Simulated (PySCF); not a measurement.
The system is S2SiH4, in a box.

```xyz
7
Lattice="13.0000 0.0000 0.0000 0.0000 12.0000 0.0000 0.0000 0.0000 12.0000" Properties=species:S:1:pos:R:3 pbc="T T T"
S     5.0745    5.1115    5.5455
Si    6.5157    6.4745    6.3394
S     8.0762    5.3629    7.2618
H     4.6168    5.9860    4.6322
H     6.9967    7.3390    5.2334
H     5.9799    7.3162    7.4358
H     8.4092    4.7030    6.1388
```

Base run:

* Program: PySCF 2.14.0
* Functional: SCAN0
* Potentials or basis: def2-svp (all-electron)
* k mesh: 1 × 1 × 1
* Occupations: fixed
* Spin: no spin polarisation

Its results: gap between the frontier levels 8.21 eV.

Question: After a change of settings the same cell gave: gap between the frontier levels 7.69 eV. Which change was it?
A. functional from SCAN0 to PBE
B. functional from SCAN0 to M06; dispersion from none to D4
C. functional from SCAN0 to B3LYP
D. functional from SCAN0 to B97-D; dispersion from none to D3(BJ)

Answer: B.

Caveats: this is a molecule in a periodic box at the Γ point, so its band gap is the HOMO-LUMO gap; the basis of atomic orbitals isn't converged, which shifts pressures, moduli and gaps.
